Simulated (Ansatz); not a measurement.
HfMoC2:

```
Hf Mo C
1.0
     3.19142    0.00000    0.00000
     0.00000    3.19142    0.00000
     0.00000    0.00000    4.48516
Hf Mo C
1 1 2
Direct
  0.00000 0.00000 0.00000
  0.50000 0.50000 0.50000
  0.50000 0.50000 0.00000
  0.00000 0.00000 0.50000
```

The cell comes from a database or a generator and needn't be the stable form of this composition.

| Item | Value |
| --- | --- |
| Program | Ansatz 0.2.0 |
| Task | relaxation of cell and atoms |
| Functional | PBEsol |
| Potentials or basis | Ansatz PAW |
| Cutoff | 420 eV (not typed: the program's choice for these potentials) |
| k mesh | 8 × 8 × 6 |
| Occupations | fermi-dirac, width 0.05 eV |
| Spin | no spin polarisation |
| Hubbard terms | Hf d U = 8 eV, Mo d U = 8 eV |

At the start: volume 11.42 Å³/atom.

Q: Where does the relaxation end?

A: It ends after 7 steps and the volume is 11.70 Å³/atom (+2.4 %); space group P4/mmm (No. 123, to 0.05 Å).

The path:
```csv
step,energy change (eV),largest force (eV/Å),volume (Å³)
1,0.0000,0.0000,45.68
2,-0.0262,0.0000,47.21
3,-0.0306,0.0000,46.85
4,-0.0312,0.0000,46.78
5,-0.0333,0.0000,46.78
6,-0.0333,0.0000,46.79
7,-0.0333,0.0000,46.79
```

Final structure:
```xyz
4
Lattice="3.1972 0.0000 0.0000 0.0000 3.1972 0.0000 0.0000 0.0000 4.5776" Properties=species:S:1:pos:R:3 pbc="T T T"
Hf    0.0000    0.0000    0.0000
Mo    1.5986    1.5986    2.2888
C     1.5986    1.5986    0.0000
C     0.0000    0.0000    2.2888
```

Caveat: the plane-wave basis is chosen anew once the cell has moved, so the energies of steps on either side of that aren't comparable; U without spin polarisation on a metal has little footing; the PAW data sets come from PBE, with cores solved anew for the run's functional, which leaves a small shift of forces and pressure; the U is typed as a test and isn't derived for this compound.
